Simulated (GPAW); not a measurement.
MnSb, 4 atoms in the cell. The structure is hexagonal, space group P6_3/mmc (No. 194). Conventional cell: a = 4.205 Å, b = 4.205 Å, c = 5.856 Å, α = 90.00°, β = 90.00°, γ = 120.00°. Sb (site symmetry -6m2) has 6 Mn at 2.83 Å as nearest neighbours. Mn (site symmetry -3m) has 6 Sb at 2.83 Å and 2 Mn at 2.93 Å as nearest neighbours. 

```yaml
Program: GPAW 26.7.0
Task: magnons
Functional: LDA
Potentials_or_basis: the program's PAW data sets (release 1.2.1) made for this functional
Cutoff: 500 eV
Basis: pw
k_mesh: 6 × 6 × 4
Occupations: fermi-dirac, width 0.05 eV
Spin: collinear spin, ferromagnetic start
Starting_moments: "[0.0, 0.0, 5.0, 5.0] μB"
Lines: 2
Response_ecut: 150 eV
Maxiter: 150
Response_k_mesh: 4 × 4 × 4
Response_bands: 62
Sites: "[2, 3]"
Site_radius: 1.347
Q_points: "[[0.0, 0.0, 0.0], [0.25, 0.0, 0.0], [0.5, 0.0, 0.0], [0.25, 0.25, 0.0], [0.5, 0.5, 0.0]]"
```

Potentials or basis: the program's PAW data sets (release 1.2.1) made for this functional, pw.

Run with:

```console
$ OMP_NUM_THREADS=1 python run.py
```

Hardware: 1 thread of Arm Neoverse V1, on a shared host.

Question: How long does it take, and how much memory?

Answer: Run time: 15 min on 1 thread of Arm Neoverse V1, with other jobs on the host, peak memory 3.4 GiB. Counts: scf iterations 42, plane waves 2326, bands 49, k points 24.
